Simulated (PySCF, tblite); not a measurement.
# p-toluenethiol (C₇H₈S): dynamics, then NMR shifts on frames

Aim: move p-toluenethiol (C₇H₈S) (`Cc1ccc(S)cc1`) away from its starting geometry and see how NMR shifts follow the geometry.

Programs: tblite 0.8.0 and PySCF 2.14.0, with density-fitted response routines of our own. Each step states its level of theory. These are calculated values for one molecule in the gas phase, unless marked as measured. Atoms count from 0, in the outputs and in this text.

### 1 The molecule as given

16 atoms, charge 0, multiplicity 1; geometry from: GFN2-xTB.

Bonds of the start (Å): C0–C1 1.50, C1–C2 1.39, C2–C3 1.38, C3–C4 1.39, C4–S5 1.77, C4–C6 1.39, C6–C7 1.38, C7–C1 1.39, C0–H8 1.09, C0–H9 1.09, C0–H10 1.09, C2–H11 1.08, C3–H12 1.08, S5–H13 1.33, C6–H14 1.08, C7–H15 1.08.

### 2 Thermal motion with GFN2-xTB

Job settings and geometry (Å):

```
{"job": {"kind": "md", "xc": "GFN2-xTB", "basis": "xTB", "temperature": 400, "steps": 2000, "every": 50, "frames": 5}, "charge": 0, "multiplicity": 1}
C     -2.493313    -0.033787     0.301397
C     -1.012438    -0.013137     0.074929
C     -0.138563     0.325425     1.100173
C      1.229991     0.327010     0.904301
C      1.747047    -0.014338    -0.336620
S      3.489119    -0.025743    -0.651923
C      0.887038    -0.356074    -1.372150
C     -0.477545    -0.354358    -1.162377
H     -2.810764    -1.031182     0.608119
H     -2.777081     0.664894     1.084763
H     -3.027017     0.222547    -0.610750
H     -0.529745     0.594009     2.071101
H      1.890389     0.595223     1.716899
H      3.857862     0.349375     0.571867
H      1.295080    -0.620129    -2.335964
H     -1.137659    -0.620791    -1.975176
```

Level: GFN2-xTB Langevin dynamics, gas phase.

Launch:

```bash
OMP_NUM_THREADS=1 python probes_run.py task.json out
```

The driver reads the jobs from task.json and runs them one after another.

Log:

```text
t/fs     T/K      E/eV
    0.0   325.3   -606.84814
   25.0   123.4   -606.45782
   50.0   221.6   -606.47453
   75.0   215.9   -606.46686
  100.0   250.9   -606.31949
  125.0   252.2   -606.31065
  150.0   263.3   -606.31106
  175.0   329.1   -606.30593
  200.0   269.4   -606.35121
  225.0   279.3   -606.06513
  250.0   279.6   -606.35273
  275.0   311.4   -606.38554
  300.0   391.3   -606.39722
  325.0   313.1   -606.21954
  350.0   369.0   -606.40921
  375.0   248.3   -606.22749
  400.0   261.8   -606.35256
  425.0   293.7   -606.18819
  450.0   207.1   -606.04159
  475.0   492.5   -606.24217
  500.0   408.3   -606.17090
  525.0   334.6   -606.08786
  550.0   359.0   -606.03530
  575.0   434.3   -606.30722
  600.0   415.2   -605.99285
  625.0   432.5   -606.07421
  650.0   344.7   -606.12449
  675.0   335.7   -606.29151
  700.0   385.1   -606.42495
  725.0   343.7   -606.41204
  750.0   280.7   -606.24342
  775.0   238.9   -606.23272
  800.0   310.5   -606.46466
  825.0   308.2   -606.42554
  850.0   275.3   -606.39829
  875.0   252.0   -606.19735
  900.0   397.9   -606.30763
  925.0   526.9   -606.31845
  950.0   371.4   -606.20299
  975.0   432.5   -606.43604
 1000.0   297.0   -606.17424
```

Wall time 20 s (1 thread of Arm Neoverse N1, shared host).

Distance from the start (root mean square after alignment): 0 fs 0.00 Å, 200 fs 0.31 Å, 400 fs 0.31 Å, 600 fs 0.15 Å, 800 fs 0.29 Å, 1000 fs 0.41 Å.

Positions (Å) and forces (eV/Å) at 1000 fs:

```xyz
16

C    -2.184    1.847    2.033   -0.013   -2.835    0.797
C    -1.031    1.066    1.402   -0.915    0.336   -0.531
C    -0.307    0.242    2.246   -0.476    0.387    0.654
C     0.691   -0.522    1.756    0.264    0.010   -2.590
C     0.945   -0.478    0.347    1.754   -1.145    2.680
S     2.397   -1.336   -0.273   -0.329   -0.256    0.270
C     0.279    0.321   -0.499   -1.117    0.897    0.415
C    -0.763    1.091    0.016    1.293   -1.588    2.740
H    -2.973    1.990    1.342   -0.906   -0.173   -0.675
H    -2.581    1.258    2.967    0.685    1.178   -1.695
H    -1.887    2.801    2.308    0.778    1.653    0.840
H    -0.573    0.213    3.299    0.178   -0.003   -0.139
H     1.260   -1.169    2.339    0.730   -0.845    0.916
H     2.488   -2.237    0.726   -0.009    0.261   -0.238
H     0.648    0.292   -1.479   -0.253    0.372   -1.381
H    -1.444    1.570   -0.546   -1.664    1.752   -2.063
```

### 3 Shielding tensors: 250 fs, PBE0/pcSseg-1

Job settings and geometry (Å):

```
{"job": {"kind": "nmr", "xc": "PBE0", "basis": "pcSseg-1", "pop": false}, "charge": 0, "multiplicity": 1}
C     -2.845500     0.159000     0.386600
C     -1.368800    -0.035200     0.095800
C     -0.589700    -0.042300     1.204800
C      0.725800    -0.289200     1.077900
C      1.312500    -0.309100    -0.149600
S      3.048700    -0.487600    -0.260100
C      0.540200    -0.205300    -1.287300
C     -0.841100    -0.089500    -1.159600
H     -3.071800    -0.103800     1.406200
H     -3.124200     1.176700     0.176400
H     -3.516700    -0.430100    -0.333000
H     -0.987100     0.140600     2.204400
H      1.278200    -0.141600     1.991100
H      3.283200    -1.209400     0.863800
H      1.042900    -0.284000    -2.229500
H     -1.484300    -0.000400    -2.001900
```

Level: GIAO PBE0/pcSseg-1 NMR shielding, non-relativistic, gas phase.

Log:

```text
coarse grid: 14192 points
cycle   1  E = -669.1182399804  dE =  1.513e+00  |g| = 3.995e-01  |ddm| = 4.018e+00
cycle   2  E = -669.1164844673  dE =  1.756e-03  |g| = 4.203e-01  |ddm| = 1.094e+00
cycle   3  E = -669.1633287248  dE = -4.684e-02  |g| = 6.728e-02  |ddm| = 5.893e-01
cycle   4  E = -669.1642608173  dE = -9.321e-04  |g| = 3.796e-02  |ddm| = 1.258e-01
cycle   5  E = -669.1646215906  dE = -3.608e-04  |g| = 1.047e-02  |ddm| = 4.878e-02
cycle   6  E = -669.1646501495  dE = -2.856e-05  |g| = 2.153e-03  |ddm| = 1.578e-02
cycle   7  E = -669.1646510420  dE = -8.925e-07  |g| = 6.543e-04  |ddm| = 2.443e-03
final grid: 133184 points
cycle   8  E = -669.2146401650  dE = -3.371e-05  |g| = 8.218e-03  |ddm| = 4.987e-02
cycle   9  E = -669.2146327488  dE =  7.416e-06  |g| = 9.684e-03  |ddm| = 2.303e-02
cycle  10  E = -669.2146579653  dE = -2.522e-05  |g| = 7.339e-04  |ddm| = 1.376e-02
cycle  11  E = -669.2146580804  dE = -1.151e-07  |g| = 3.093e-04  |ddm| = 1.070e-03
cycle  12  E = -669.2146581033  dE = -2.284e-08  |g| = 9.414e-05  |ddm| = 4.073e-04
cycle  13  E = -669.2146581055  dE = -2.178e-09  |g| = 2.741e-05  |ddm| = 1.312e-04
cycle  14  E = -669.2146581057  dE = -1.849e-10  |g| = 5.682e-06  |ddm| = 3.424e-05
converged SCF energy = -669.2146581057

GIAO shielding tensors (ppm)
atom      isotropic    diamagn.    paramagn.     s11        s22        s33       span
  0 C      158.651     243.519     -84.868    129.977    156.869    189.107     59.130
  1 C       53.187     261.153    -207.967    -42.912     19.553    182.919    225.832
  2 C       50.527     257.099    -206.572    -60.874     60.226    152.230    213.103
  3 C       55.404     254.695    -199.291    -46.965     56.588    156.589    203.554
  4 C       55.552     262.538    -206.986    -41.415     47.312    160.760    202.175
  5 S      517.633    1054.456    -536.823    379.910    394.514    778.475    398.565
  6 C       56.432     250.294    -193.862    -44.350     43.099    170.547    214.897
  7 C       58.500     251.008    -192.508    -42.542     45.528    172.513    215.055
  8 H       29.747      28.758       0.990     24.572     29.806     34.864     10.292
  9 H       29.189      28.071       1.118     25.719     26.886     34.961      9.241
 10 H       28.296      26.385       1.911     23.733     27.147     34.009     10.276
 11 H       24.327      33.619      -9.292     20.415     23.597     28.970      8.555
 12 H       24.741      33.188      -8.447     19.792     24.245     30.187     10.395
 13 H       27.576      28.855      -1.279     20.396     26.433     35.898     15.502
 14 H       24.456      31.446      -6.990     20.467     23.789     29.113      8.647
 15 H       24.560      32.877      -8.316     21.092     24.214     28.375      7.284
```

It took 39 s on 1 thread of Arm Neoverse N1, shared host; peak memory 0.83 GiB.

The references, computed at this level on geometries of the same kind, shield at (ppm): 1H TMS 31.72, 13C TMS 186.9, 33S CS2 504. Their shielding less the atom's gives the shift. The references are single molecules in the gas phase. Each atom is listed at this fixed geometry, with no averaging over motion; a spectrum would average atoms that exchange fast.

```tsv
atoms	environment	σ (ppm)	δ (ppm)
C2	aromatic CH	50.5	136.4
C1	substituted aromatic carbon	53.2	133.7
C3	aromatic CH	55.4	131.5
C4	aromatic carbon bearing sulfur	55.6	131.4
C6	aromatic CH	56.4	130.5
C7	aromatic CH	58.5	128.4
C0	methyl carbon on an aromatic ring	158.7	28.3
H11	hydrogen on an aromatic CH	24.33	7.39
H14	hydrogen on an aromatic CH	24.46	7.26
H15	hydrogen on an aromatic CH	24.56	7.16
H12	hydrogen on an aromatic CH	24.74	6.98
H13	hydrogen on a thiol sulfur	27.58	4.14
H10	hydrogen on a methyl carbon on an aromatic ring	28.30	3.42
H9	hydrogen on a methyl carbon on an aromatic ring	29.19	2.53
H8	hydrogen on a methyl carbon on an aromatic ring	29.75	1.97
S5	thiol sulfur	518	-14
```

Ring of atoms C1, C2, C3, C4, C6, C7: NICS(0) -8.0, NICS(1) -10.5, NICS(1)zz -26.1 ppm (means of both faces).

### 4 Shielding tensors: 425 fs, PBE0/pcSseg-1

Job settings and geometry (Å):

```
{"job": {"kind": "nmr", "xc": "PBE0", "basis": "pcSseg-1", "pop": false}, "charge": 0, "multiplicity": 1}
C     -3.377000     0.214500     0.796800
C     -1.925900     0.022400     0.548300
C     -0.966600     0.286000     1.605200
C      0.323000    -0.032100     1.370900
C      0.767800    -0.554700     0.176300
S      2.438800    -1.144700    -0.120600
C     -0.085200    -0.659300    -0.870400
C     -1.401800    -0.248500    -0.696600
H     -3.579700    -0.652600     1.297500
H     -3.612400     1.171600     1.273200
H     -3.945300     0.176400    -0.166100
H     -1.263000     0.689300     2.583300
H      0.976200    -0.002700     2.212800
H      2.661000    -1.284300     1.160600
H      0.310900    -0.963900    -1.799000
H     -2.072400    -0.155500    -1.592300
```

With the program's defaults for keys left out, this is: GIAO PBE0/pcSseg-1 NMR shielding, non-relativistic, gas phase.

Log:

```text
coarse grid: 14192 points
cycle   1  E = -669.1144243078  dE =  1.405e+00  |g| = 3.887e-01  |ddm| = 4.004e+00
cycle   2  E = -669.1168701515  dE = -2.446e-03  |g| = 3.921e-01  |ddm| = 9.767e-01
cycle   3  E = -669.1572440681  dE = -4.037e-02  |g| = 4.556e-02  |ddm| = 4.863e-01
cycle   4  E = -669.1576133822  dE = -3.693e-04  |g| = 3.004e-02  |ddm| = 9.846e-02
cycle   5  E = -669.1578343289  dE = -2.209e-04  |g| = 8.920e-03  |ddm| = 3.800e-02
cycle   6  E = -669.1578554188  dE = -2.109e-05  |g| = 2.329e-03  |ddm| = 1.299e-02
cycle   7  E = -669.1578566472  dE = -1.228e-06  |g| = 6.229e-04  |ddm| = 2.944e-03
final grid: 133184 points
cycle   8  E = -669.2072022318  dE = -2.945e-05  |g| = 7.963e-03  |ddm| = 4.666e-02
cycle   9  E = -669.2071945301  dE =  7.702e-06  |g| = 9.496e-03  |ddm| = 2.117e-02
cycle  10  E = -669.2072190809  dE = -2.455e-05  |g| = 8.460e-04  |ddm| = 1.277e-02
cycle  11  E = -669.2072192435  dE = -1.626e-07  |g| = 3.041e-04  |ddm| = 1.121e-03
cycle  12  E = -669.2072192654  dE = -2.191e-08  |g| = 1.026e-04  |ddm| = 4.022e-04
cycle  13  E = -669.2072192680  dE = -2.635e-09  |g| = 2.434e-05  |ddm| = 1.365e-04
cycle  14  E = -669.2072192681  dE = -1.387e-10  |g| = 8.195e-06  |ddm| = 3.077e-05
converged SCF energy = -669.2072192681

GIAO shielding tensors (ppm)
atom      isotropic    diamagn.    paramagn.     s11        s22        s33       span
  0 C      163.813     245.616     -81.803    139.876    163.341    188.222     48.347
  1 C       39.734     264.664    -224.930    -59.188      1.708    176.681    235.869
  2 C       47.023     254.656    -207.633    -63.582     45.845    158.806    222.387
  3 C       60.269     251.837    -191.568    -38.341     59.336    159.812    198.153
  4 C       51.926     263.730    -211.804    -43.738     48.150    151.366    195.104
  5 S      526.664    1055.577    -528.913    295.523    457.340    827.129    531.606
  6 C       56.881     252.539    -195.658    -47.974     52.284    166.334    214.308
  7 C       51.928     254.033    -202.105    -45.713     50.311    151.186    196.898
  8 H       30.293      28.022       2.271     25.802     28.894     36.183     10.380
  9 H       28.728      27.135       1.593     23.701     27.890     34.592     10.891
 10 H       29.104      28.069       1.035     24.488     28.580     34.243      9.756
 11 H       23.854      32.158      -8.304     20.713     23.074     27.774      7.061
 12 H       25.007      33.287      -8.280     20.079     25.020     29.921      9.843
 13 H       28.884      30.812      -1.928     21.156     28.306     37.190     16.033
 14 H       24.826      33.321      -8.495     20.601     23.442     30.435      9.834
 15 H       23.966      31.955      -7.989     20.182     24.583     27.134      6.952
```

It took 38 s on 1 thread of Arm Neoverse N1, shared host; peak memory 0.89 GiB.

Key values: δ C1 147.2, C2 139.9, C4 135.0, C7 135.0, H11 7.86, H15 7.75 ppm.

(Part 1 of 2 ends here.)
